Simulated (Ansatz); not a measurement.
# C2H8GaNOS: up Jacob's ladder to CCSD(T)

An exercise on one series of results from a longer session: the logs are not shown, and one member is left open.

Program: Ansatz 0.2.0, Gaussian basis. Level of theory: functionals in def2-TZVPP, the program's frozen cores in correlated methods. These are calculated values, not measurements.

The runs, in order: PBE-D4, r2SCAN-D4, PBE0-D4, B3LYP-D4, ωB97X-V, ωB97M-V, B2PLYP; CCSD(T)/def2-TZVPP; MP2/def2-QZVPP; extrapolation to the limit.

## The relaxed structure

An earlier PBE0-D4 in a triple-zeta def2 set relaxation fixed the geometry.

SMILES `C[N](C)[Ga]([OH])[SH]`, 14 atoms, charge 0, spin multiplicity 1.

Atoms are counted from 1 here; the program's logs count them from 0.

Bond lengths: C1–N2 1.438 Å, C1–H7 1.100 Å, C1–H8 1.100 Å, C1–H9 1.093 Å, N2–C3 1.440 Å, N2–Ga4 1.813 Å, C3–H10 1.100 Å, C3–H11 1.092 Å, C3–H12 1.100 Å, Ga4–O5 1.786 Å, Ga4–S6 2.191 Å, O5–H13 0.959 Å, S6–H14 1.344 Å. Angles: N2–C1–H7 111.7°, N2–C1–H8 111.7°, N2–C1–H9 111.2°, H7–C1–H8 107.2°, H7–C1–H9 107.4°, H8–C1–H9 107.4°, C1–N2–C3 113.6°, C1–N2–Ga4 123.8°, C3–N2–Ga4 122.6°, N2–C3–H10 111.6°, N2–C3–H11 111.0°, N2–C3–H12 111.6°, H10–C3–H11 107.5°, H10–C3–H12 107.3°, H11–C3–H12 107.5°, N2–Ga4–O5 122.6°, N2–Ga4–S6 121.0°, O5–Ga4–S6 116.5° and more.

The first run:

Contents of in.yaml:

```yaml
crystal:
  periodic: [false, false, false]
  atoms:
    - {symbol: C, position_ang: [-0.322356, 1.615616, 0.408182]}
    - {symbol: N, position_ang: [-0.368178, 0.253874, -0.051928]}
    - {symbol: C, position_ang: [-1.632315, -0.115010, -0.633641]}
    - {symbol: Ga, position_ang: [1.021129, -0.903714, 0.079735]}
    - {symbol: O, position_ang: [2.590314, -0.445362, 0.798269]}
    - {symbol: S, position_ang: [0.845520, -2.962117, -0.648581]}
    - {symbol: H, position_ang: [-0.500011, 2.327673, -0.410999]}
    - {symbol: H, position_ang: [-1.081994, 1.809689, 1.179506]}
    - {symbol: H, position_ang: [0.651811, 1.853739, 0.842325]}
    - {symbol: H, position_ang: [-2.456019, -0.007486, 0.086930]}
    - {symbol: H, position_ang: [-1.621539, -1.154655, -0.968619]}
    - {symbol: H, position_ang: [-1.874959, 0.511176, -1.504437]}
    - {symbol: H, position_ang: [2.641137, 0.461405, 1.106218]}
    - {symbol: H, position_ang: [2.107457, -3.244817, -0.282960]}
basis:
  gaussian: {orbitals: def2-TZVPP}
hamiltonian: {xc: pbe, dispersion: d4}
output: {forces: true, orbitals: {seedname: orbitals}}
```

Launch:

```sh
ansatz run in.yaml --threads 2 --pin off --events-out ev --progress --plain --max-ram 22528MiB --backend cuda --devices 0, --max-vram 18GiB
```

Steps of the session up to this table: PBE-D4 (GGA); r2SCAN-D4 (meta-GGA); PBE0-D4 (hybrid); B3LYP-D4 (hybrid); ωB97X-V (range-separated); ωB97M-V (range-separated); B2PLYP (double hybrid); CCSD(T) in def2-TZVPP; MP2 in def2-QZVPP.

One of the session's tables, all rows but one given; the rest of the session is left out.

| method | atomisation energy (kcal/mol) |
| --- | --- |
| PBE-D4 | 1212.3 |
| r2SCAN-D4 | 1191.6 |
| PBE0-D4 | ? |
| B3LYP-D4 | 1186.2 |
| ωB97X-V | 1194.9 |
| ωB97M-V | 1192.0 |
| B2PLYP | 1175.4 |
| HF/def2-TZVPP | 838.1 |
| MP2/def2-TZVPP | 1182.5 |
| CCSD/def2-TZVPP | 1143.8 |
| CCSD(T)/def2-TZVPP | 1163.0 |
| MP2/CBS | 1213.4 |
| CCSD(T)/CBS | 1193.9 |

Estimate the missing values for PBE0-D4.

**Answer.** atomisation energy (kcal/mol): 1189.7. In the column «atomisation energy (kcal/mol)» it lies between B3LYP-D4 (1186.2) and r2SCAN-D4 (1191.6).
